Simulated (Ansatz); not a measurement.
**HfIn4SiO6 under changes of volume**

One of the cells (15.770 Å³/atom); the others are scaled copies at fixed shape and fractional positions:

```
Hf In Si O
1.0
     2.71585   -4.70357    0.00833
     2.71585    4.70357    0.00833
    -1.87915    0.00000    7.40127
Hf In Si O
1 4 1 6
Direct
  0.78835 0.21165 0.00000
  0.62175 0.37825 0.50000
  0.45502 0.54498 0.00000
  0.28407 0.71593 0.50000
  0.95814 0.04186 0.50000
  0.12168 0.87832 0.00000
  0.06219 0.11415 0.86666
  0.88585 0.93781 0.13334
  0.79490 0.53784 0.86663
  0.46216 0.20510 0.13337
  0.15352 0.62879 0.13333
  0.37121 0.84648 0.86667
```

The cell was built by a generator and needn't be a form met in nature.

```yaml
Program: Ansatz 0.2.0
Functional: PBE
Potentials_or_basis: Ansatz PAW
Cutoff: "420 eV (not typed: the program's choice for these potentials)"
k_mesh: 6 × 6 × 4
Occupations: fermi-dirac, width 0.05 eV
Spin: no spin polarisation
```

```tsv
volume (Å³/atom)	energy over the lowest point (meV/atom)	pressure (GPa)	largest force (eV/Å)
14.824	23.53	8.4	0.709
15.139	10.10	5.3	0.456
15.454	2.45	2.5	0.225
15.770	0.00	0.0	0.013
16.085	2.18	-2.2	0.189
16.401	?	?	?
16.716	18.55	-6.0	0.537
```

Q: What does the run at 16.401 Å³/atom give?

A: Energy over the lowest point 8.51 meV/atom; pressure -4.2 GPa; largest force 0.370 eV/Å.

Worked out: A Birch-Murnaghan fit of order 3 (a polynomial in V^(-2/3)) to the other rows has its minimum at 15.77 Å³/atom with B0 = V·E''(V) = 118 GPa and B' = 4.6 at fixed shape and positions, which overstates the stiffness. It gives 8.52 meV/atom at 16.401 Å³/atom, against the run's 8.51, and -dE/dV = -4.2 GPa, against -4.2.

Energies are extrapolated to zero smearing.
